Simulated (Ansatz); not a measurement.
**NbRu: how the settings move a single-point run**

How sensitive is a single-point run of NbRu to its settings? A reference run comes first, then one run with altered input.

Computed with Ansatz 0.2.0 (reference: DFT, r2SCAN, PAW with Ansatz's default frozen-core files, scalar-relativistic, unless a step's input says otherwise).

1 further run of the same task is left out (for a known fault of the program).

## Step 1: The system as given

The structure is cubic, space group Pm-3m (No. 221). Conventional cell: a = 3.184 Å, b = 3.184 Å, c = 3.184 Å, α = 90.00°, β = 90.00°, γ = 90.00°. Nb (site symmetry m-3m) is surrounded by 8 Ru at 2.76 Å. Around Ru (site symmetry m-3m) lie 8 Nb at 2.76 Å.

Structure file:

```cif
data_structure
_symmetry_space_group_name_H-M 'Pm-3m'
_symmetry_Int_Tables_number 221
_cell_length_a 3.1840
_cell_length_b 3.1840
_cell_length_c 3.1840
_cell_angle_alpha 90.000
_cell_angle_beta 90.000
_cell_angle_gamma 90.000
_cell_volume 32.28
loop_
_atom_site_label
_atom_site_type_symbol
_atom_site_symmetry_multiplicity
_atom_site_Wyckoff_symbol
_atom_site_fract_x
_atom_site_fract_y
_atom_site_fract_z
_atom_site_occupancy
Nb1 Nb 1 a 0.00000 0.00000 0.00000 1
Ru1 Ru 1 b 0.50000 0.50000 0.50000 1
```

## Step 2: Baseline

input.yaml reads:

```yaml
crystal:
  lattice:
    - [3.184, 0.0, 0.0]
    - [0.0, 3.184, 0.0]
    - [0.0, 0.0, 3.184]
  atoms:
    - { symbol: Nb, position: [0.0, 0.0, 0.0] }
    - { symbol: Ru, position: [0.5, 0.5, 0.5], spin: 0.58 }
magnetization:
  spin_polarized: true
  initial_magnetization: 0.58
  spin_locking: { lock_magnetization: hard }
kpoints:
  mp_grid: { grid: [10, 10, 10] }
scf:
  occupations: { method: fermi_dirac, width: 0.05 }
  lower_state_search: "off"
hamiltonian:
  xc: r2scan
  pseudopotentials: { kind: paw }
output:
  forces: true
  stress: true
  eigenvalues: true
```

Run with:

```
$ ansatz run input.yaml --threads 1 --pin off --max-ram 3072MiB --backend cpu --events-out ev --progress --plain --runs-dir out
```

## Step 3: Changing settings: mp_grid.grid [3, 3, 3], scf.algorithm direct_min, xc_grid 2

input.yaml: that of step 2 with these lines changed.

```diff
@@ -13,3 +13,3 @@
 kpoints:
-  mp_grid: { grid: [10, 10, 10] }
+  mp_grid: { grid: [3, 3, 3] }
 scf:
@@ -17,2 +17,3 @@
   lower_state_search: "off"
+  algorithm: direct_min
 hamiltonian:
@@ -24 +25,3 @@
   eigenvalues: true
+basis:
+  xc_grid: 2
```

What does the calculation give? Wanted: for each run, ending; energy change; pressure; abs. moment; force.

**Answer**, as computed:

| run | ending | energy change | pressure (GPa) | abs. moment (μB) | force (eV/Å) | cycles | time |
| --- | --- | --- | --- | --- | --- | --- | --- |
| reference | converged | 0 | -4.3 | 0.65 | 0.00 | 13 | 12 s |
| 1: mp_grid.grid [3, 3, 3], scf.algorithm direct_min, xc_grid 2 | converged | -117.1 meV/atom | -6.1 | 0.71 | 0.00 | 9 | 6 s |

Residual by cycle in the longest SCF loop of each run; runs are numbered as in the table. The quantity is the density residual dr2, in eV.

| cycle | reference | run 1 |
| --- | --- | --- |
| 1 | 3.46 | 3.57 |
| 2 | 1.75 | 2.38 |
| 3 | 0.14 | 0.326 |
| 4 | 0.0421 | 0.006 |
| 5 | 0.0112 | 5.1e-5 |
| 6 | 6.6e-4 | 2.6e-7 |
| 8 | 6.9e-6 | 1.9e-9 |
| 9 | 1.3e-6 | 1.0e-10 |
| 10 | 1.1e-7 | - |
| 11 | 1.3e-8 | - |
| 12 | 4.2e-9 | - |
| 13 | 3.6e-10 | - |

What this shows: Changing the k-point mesh, solver and numerical grids moves the energy by -117.1 meV/atom, and the pressure goes from -4.3 to -6.1 GPa and the absolute moment goes from 0.65 to 0.71 μB. Of the settings changed, the mesh is the one that moves energies this far. Cost: 9 SCF cycles against 13, 6 s against 12 s.
